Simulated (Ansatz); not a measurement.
**CuBr: from a rough start to a minimum**

Aim: relax CuBr from a cheap starting geometry, check the end point by its vibrations and derive ideal-gas thermochemistry, and look at its orbitals and charge.

Computed with Ansatz 0.2.0, Gaussian basis. Level: RKS PBE0-D4/def2-TZVP.

The runs, in order: relaxation at PBE-D4/def2-SVP; relaxation at PBE0-D4/def2-TZVP; harmonic vibrations at the same level; a single point in def2-TZVPP for the fields.

### Step 1. Starting geometry

SMILES `[Cu][Br]`, 2 atoms, charge 0, spin multiplicity 1.

Atoms are counted from 1 here; the program's logs count them from 0.

Bond lengths: Cu1–Br2 2.800 Å.

As a file:

```mol
BrCu
  3D, bonds by distance, orders not assigned

  2  1  0  0  0  0  0  0  0  0999 V2000
    1.2066   -0.4531    0.6027 Cu  0  0
   -1.1771    0.3929   -0.5986 Br  0  0
  1  2  8  0
M  END
```

The start is a force-field geometry with small random shifts, so a cheaper pass at PBE-D4/def2-SVP comes first.

### Step 2. Optimising with PBE-D4/def2-SVP (cheap first pass)

File in.yaml:

```yaml
crystal:
  periodic: [false, false, false]
  atoms:
    - {symbol: Cu, position_ang: [1.206600, -0.453100, 0.602700]}
    - {symbol: Br, position_ang: [-1.177100, 0.392900, -0.598600]}
basis:
  gaussian: {orbitals: def2-SVP}
hamiltonian: {xc: pbe, dispersion: d4}
relax: {f_tol: 0.03, max_steps: 200}
```

Command:

```
$ ansatz run in.yaml --threads 2 --pin off --events-out ev --progress --plain --max-ram 20480MiB --backend cpu
```

The program printed, shortened:

```text
Functional definition: PBE
  name "PBE"
  cite "Perdew, Burke & Ernzerhof, Phys. Rev. Lett. 77, 3865 (1996) doi:10.1103/PhysRevLett.77.3865"
  parent pbe
[...]
729 factors; their error is unknown
[...]
mean field -114654.68309301 eV, -4213.4818879326 hartree, gradient 1.1e-5 eV, S^2 0.000000; 7 other end points of the search recorded, 0 dependent functions left out
[...]
reference -114654.68313502 eV, -4213.4818894765 hartree; 32, 32 occupied and 31, 31 virtual orbitals, 729 factors
relax step   1: F+E_penalty+E_count = -114654.71982193 eV  Δ(F+E_penalty+E_count) = +0.000e0 eV  max|allowed force component| = 1.795e0 eV/Å  Δτ_max = 0.0000 Å  (219 SCF iters, accepted)
[...]
relax step   5: F+E_penalty+E_count = -114655.71588846 eV  Δ(F+E_penalty+E_count) = -4.997e-3 eV  max|allowed force component| = 4.422e-2 eV/Å  Δτ_max = 0.0125 Å  (32 SCF iters, accepted)
[...]
relax step   6: F+E_penalty+E_count = -114655.71599854 eV  Δ(F+E_penalty+E_count) = -1.101e-4 eV  max|allowed force component| = 3.178e-4 eV/Å  Δτ_max = 0.0021 Å  (32 SCF iters, accepted)
729 factors; their error is unknown
[...]
mean field -114655.68180170 eV, -4213.5185898000 hartree, gradient 1.7e-5 eV, S^2 0.000000; 1 other end points of the search recorded, 0 dependent functions left out
[...]
reference -114655.68184790 eV, -4213.5185914980 hartree; 32, 32 occupied and 31, 31 virtual orbitals, 729 factors
Total energy: -114655.71604474 eV, -4213.5198482085 hartree
Atom 0 at     0.950261    -0.362123     0.473514 Å, force    -0.000318     0.000113    -0.000160 eV/Å
Atom 1 at    -0.920761     0.301923    -0.469414 Å, force     0.000318    -0.000113     0.000160 eV/Å
Dipole moment:     0.794972    -0.282144     0.400637 e Å
```

Wall time 7.5 s (2 threads of AMD EPYC 7R13, shared host).

Along the way:

| step | energy from step 1 (eV) | largest force component (eV/Å) |
| --- | --- | --- |
| 1 | 0.0000 | 1.7947 |
| 2 | -0.6452 | 1.6306 |
| 3 | -0.9296 | 1.2688 |
| 4 | -0.9911 | 0.2900 |
| 5 | -0.9961 | 0.0442 |
| 6 | -0.9962 | 0.0003 |

The bond:

| bond | before (Å) | after (Å) | change (Å) |
| --- | --- | --- | --- |
| Cu1–Br2 | 2.800 | 2.198 | -0.602 |

### Step 3. Optimising with PBE0-D4/def2-TZVP

File in.yaml:

```yaml
crystal:
  periodic: [false, false, false]
  atoms:
    - {symbol: Cu, position_ang: [0.950261, -0.362123, 0.473514]}
    - {symbol: Br, position_ang: [-0.920761, 0.301923, -0.469414]}
basis:
  gaussian: {orbitals: def2-TZVP}
hamiltonian: {xc: pbe0, dispersion: d4}
relax: {f_tol: 0.005, max_steps: 150}
```

Same command.

The program printed, shortened:

```text
Functional definition: PBE0
  name "PBE0"
  cite "Adamo & Barone, J. Chem. Phys. 110, 6158 (1999) doi:10.1063/1.478522"
  cite "Perdew, Burke & Ernzerhof, Phys. Rev. Lett. 77, 3865 (1996) doi:10.1103/PhysRevLett.77.3865"
  parent pbe
[...]
828 factors; integrals over basis functions are off by at most 2.2e-4 eV
[...]
mean field -114673.61920055 eV, -4214.1777770492 hartree, gradient 4.2e-5 eV, S^2 0.000000; 0 other end points of the search recorded, 0 dependent functions left out
[...]
reference -114673.61922471 eV, -4214.1777779373 hartree; 32, 32 occupied and 61, 61 virtual orbitals, 828 factors
relax step   1: F+E_penalty+E_count = -114673.64782833 eV  Δ(F+E_penalty+E_count) = +0.000e0 eV  max|allowed force component| = 9.703e-2 eV/Å  Δτ_max = 0.0000 Å  (31 SCF iters, accepted)
[...]
relax step   2: F+E_penalty+E_count = -114673.64831586 eV  Δ(F+E_penalty+E_count) = -4.875e-4 eV  max|allowed force component| = 3.196e-2 eV/Å  Δτ_max = 0.0032 Å  (38 SCF iters, accepted)
[...]
relax step   3: F+E_penalty+E_count = -114673.64837644 eV  Δ(F+E_penalty+E_count) = -6.057e-5 eV  max|allowed force component| = 4.298e-4 eV/Å  Δτ_max = 0.0016 Å  (29 SCF iters, accepted)
828 factors; integrals over basis functions are off by at most 2.2e-4 eV
mean field -114673.61975499 eV, -4214.1777974246 hartree, gradient 1.9e-5 eV, S^2 0.000000; 1 other end points of the search recorded, 0 dependent functions left out
[...]
reference -114673.61977913 eV, -4214.1777983118 hartree; 32, 32 occupied and 61, 61 virtual orbitals, 828 factors
Total energy: -114673.64840058 eV, -4214.1788501306 hartree
Atom 0 at     0.954365    -0.363579     0.475582 Å, force     0.000430    -0.000153     0.000217 eV/Å
Atom 1 at    -0.924865     0.303379    -0.471482 Å, force    -0.000430     0.000153    -0.000217 eV/Å
Dipole moment:     0.897014    -0.318360     0.452063 e Å
```

Run time: 8.5 s. Hardware: 2 threads of AMD EPYC 7R13, shared host.

Step by step:

| step | energy from step 1 (eV) | largest force component (eV/Å) |
| --- | --- | --- |
| 1 | 0.0000 | 0.0970 |
| 2 | -0.0005 | 0.0320 |
| 3 | -0.0005 | 0.0004 |

The bond:

| bond | before (Å) | after (Å) | change (Å) |
| --- | --- | --- | --- |
| Cu1–Br2 | 2.198 | 2.208 | +0.010 |

Mulliken charges of the relaxed molecule (report file):

| atom | value (e) |
| --- | --- |
| Cu1 | 0.43 |
| Br2 | -0.43 |

### Step 4. Force constants and modes

File in.yaml:

```yaml
crystal:
  periodic: [false, false, false]
  atoms:
    - {symbol: Cu, position_ang: [0.954365, -0.363579, 0.475582]}
    - {symbol: Br, position_ang: [-0.924865, 0.303379, -0.471482]}
basis:
  gaussian: {orbitals: def2-TZVP}
hamiltonian: {xc: pbe0, dispersion: d4}
phonons: {temperatures: {t_min: 298.15, t_max: 900, t_step: 200}}
```

The command is unchanged.

The program printed, shortened:

```text
Functional definition: PBE0
  name "PBE0"
  cite "Adamo & Barone, J. Chem. Phys. 110, 6158 (1999) doi:10.1063/1.478522"
  cite "Perdew, Burke & Ernzerhof, Phys. Rev. Lett. 77, 3865 (1996) doi:10.1103/PhysRevLett.77.3865"
  parent pbe
[...]
828 factors; integrals over basis functions are off by at most 2.2e-4 eV
[...]
mean field -114673.61975499 eV, -4214.1777974246 hartree, gradient 4.1e-5 eV, S^2 0.000000; 0 other end points of the search recorded, 0 dependent functions left out
[...]
reference -114673.61977913 eV, -4214.1777983118 hartree; 32, 32 occupied and 61, 61 virtual orbitals, 828 factors
[...]
828 factors; integrals over basis functions are off by at most 2.2e-4 eV
mean field -114673.61975499 eV, -4214.1777974246 hartree, gradient 3.3e-7 eV, S^2 0.000000; 0 other end points of the search recorded, 0 dependent functions left out
[...]
mean field -114673.61971593 eV, -4214.1777959891 hartree, gradient 3.1e-6 eV, S^2 0.000000; 0 other end points of the search recorded, 0 dependent functions left out
[...]
reference -114673.61974008 eV, -4214.1777968766 hartree; 32, 32 occupied and 61, 61 virtual orbitals, 828 factors
[...]
828 factors; integrals over basis functions are off by at most 2.2e-4 eV
mean field -114673.61972201 eV, -4214.1777962128 hartree, gradient 1.6e-6 eV, S^2 0.000000; 0 other end points of the search recorded, 0 dependent functions left out
[...]
reference -114673.61974615 eV, -4214.1777970997 hartree; 32, 32 occupied and 61, 61 virtual orbitals, 828 factors
Total energy: -114673.64840058 eV, -4214.1788501305 hartree
Atom 0 at     0.954365    -0.363579     0.475582 Å, force     0.000429    -0.000152     0.000216 eV/Å
Atom 1 at    -0.924865     0.303379    -0.471482 Å, force    -0.000429     0.000152    -0.000216 eV/Å
Dipole moment:     0.897015    -0.318360     0.452063 e Å
Vibrations: 297.59 cm⁻¹, zero-point energy 0.018448 eV
```

It took 14 s on 2 threads of AMD EPYC 7R13, shared host.

Motions are named by where the mode's potential energy lies. Wavenumbers, unscaled:

| mode | cm⁻¹ | motion |
| --- | --- | --- |
| 1 | 298 | Cu–Br stretch |

From these modes and the moments of inertia (298.15 K, 1 bar, symmetry number 1):

| term | value |
| --- | --- |
| zero-point energy | 0.4 kcal/mol |
| H(298) − E | 2.8 kcal/mol |
| entropy, translation | 170.8 J/(mol K) |
| entropy, rotation | 72.0 J/(mol K) |
| entropy, vibration | 6.0 J/(mol K) |
| entropy, total | 248.8 J/(mol K) |

### Step 5. Fields at the relaxed geometry

Edit in.yaml of step 4 so:

```diff
@@ -6,4 +6,4 @@
 basis:
-  gaussian: {orbitals: def2-TZVP}
+  gaussian: {orbitals: def2-TZVPP}
 hamiltonian: {xc: pbe0, dispersion: d4}
-phonons: {temperatures: {t_min: 298.15, t_max: 900, t_step: 200}}
+output: {orbitals: {seedname: orbitals}}
```

Launched as before.

The program printed:

```text
Functional definition: PBE0
  name "PBE0"
  cite "Adamo & Barone, J. Chem. Phys. 110, 6158 (1999) doi:10.1063/1.478522"
  cite "Perdew, Burke & Ernzerhof, Phys. Rev. Lett. 77, 3865 (1996) doi:10.1103/PhysRevLett.77.3865"
  parent pbe
  parameter a = 0.25
  parameter kappa = 0.804
  parameter beta = 0.06672455060314922
  exchange = (1 - a)*pbe_x(kappa = kappa, mu = beta*pi^2/3) + a*exact_x
  correlation = pbe_c(beta = beta)
1016 factors; their error is unknown
mean field evaluation 1: about -114670.0969 eV, gradient 6.0e1 eV
mean field evaluation 2: about -114602.0299 eV, gradient 2.9e2 eV
mean field evaluation 4: about -114672.9852 eV, gradient 1.1e1 eV
mean field evaluation 8: about -114673.6580 eV, gradient 3.9e-1 eV
mean field evaluation 16: about -114673.6582 eV, gradient 8.1e-5 eV
mean field -114673.65815727 eV, -4214.1792086825 hartree, gradient 8.1e-5 eV, S^2 0.000000; 0 other end points of the search recorded, 0 dependent functions left out
reference -114673.65818181 eV, -4214.1792095844 hartree; 32, 32 occupied and 80, 80 virtual orbitals, 1016 factors
Total energy: -114673.68680326 eV, -4214.1802614031 hartree
```

Wall time 1.6 s (2 threads of AMD EPYC 7R13, shared host).

Orbitals, density, ELF and potential are computed afterwards from the orbital file.

Frontier orbitals at PBE0-D4/def2-TZVPP, with the share of their density that lies nearest to each atom:

| orbital | energy (eV) | lies on |
| --- | --- | --- |
| HOMO-1 | -7.21 | Br2 79 %; Cu1 21 % |
| HOMO | -7.21 | Br2 79 %; Cu1 21 % |
| LUMO | -2.91 | Cu1 86 %; Br2 14 % |

ELF in a plane through or near 2 of the atoms.

Ten even steps from '0' (0.00) to '9' (0.85):
```
0000000000000000000000000000
0000000111111000000000000000
0000012344432110000000000000
0000124677664211111100000000
0001135788775321111100000000
0001357899987532111110000000
0002478999998631112110000000
0013579965458731344310000000
0014589645445722677730000000
0014688365754734766840000000
0014588453654734778840000000
0014588646425722678630000000
0013579963568731344310000000
0002478999998631112110000000
0001257999987532111110000000
0000135788775321111100000000
0000124677664211111100000000
0000012344432100000000000000
0000000111111000000000000000
0000000000000000000000000000
```
The map spans 7.4 Å across and 5.2 Å up, centred on the molecule. Atoms in the plane (x, y in Å): Cu1 (1.1, 0.0), Br2 (-1.1, 0.0).

log10 of the density (e/Å³) in the same plane.

Ten even steps from ' ' (-4.0) to '@' (2.5):
```
          ......::::::::::................              
      ......::::::::::::::::::::::::::::......          
    ....::::::--------------------::::::::::....        
  ....::::------==========----------------::::....      
  ..::::::----==============----------------::....      
....::::----====++++++++==================----::::..    
..::::----====++++++++++++++==++++++++++====--::::..    
..::::--====++++********++++++++********++==----::..    
..::----====++**##%%####**++++**##%%%%##**++==--::....  
..::----==++++**%%@@@@%%****++**%%%%@@%%**++==--::::..  
..::----==++++**%%@@@@%%****++**%%%%@@%%**++==--::::..  
..::----====++**####%%##**++++**##%%%%##**++==--::....  
..::::--====++++********++++++++********++==----::..    
..::::----====++++++++++++++==++++++++++====--::::..    
....::::----====++++++++==================----::::..    
  ..::::::----==============----------------::....      
  ....::::------==========----------------::::....      
    ....::::::--------------------::::::::::....        
      ......::::::::::::::::::::::::::::......          
          ......::::::::::................              
```
The map spans 7.4 Å across and 5.2 Å up, centred on the molecule. Atoms in the plane (x, y in Å): Cu1 (1.1, 0.0), Br2 (-1.1, 0.0).

On the surface of density 0.002 e/bohr³ the electrostatic potential runs, from the 1st to the 99th percentile, from -1.15 V near Br2 to 3.99 V near Cu1.

### Step 6. Summary of results

```
                  quantity            value
               point group              C∞v
                     steps            6 + 3
shift from the start (rms)          0.296 Å
              total energy  -114673.6484 eV
           dispersion term          -29 meV
             dipole moment           5.06 D
                wavenumber         298 cm⁻¹
         zero-point energy     0.4 kcal/mol
       entropy at 298.15 K  248.8 J/(mol K)
                HOMO, LUMO  -7.21, -2.91 eV
```

What this shows: The relaxed geometry lies 0.30 Å (rms) from the start; Cu1–Br2 went from 2.800 to 2.208 Å. No mode is imaginary: a true minimum at this level. The stiffest mode, 298 cm⁻¹, is a Cu–Br stretch. The largest Mulliken charge, +0.43 e, sits on Cu1. The HOMO lies mostly on Br2 79 %; Cu1 21 % and the LUMO on Cu1 86 %; Br2 14 %.
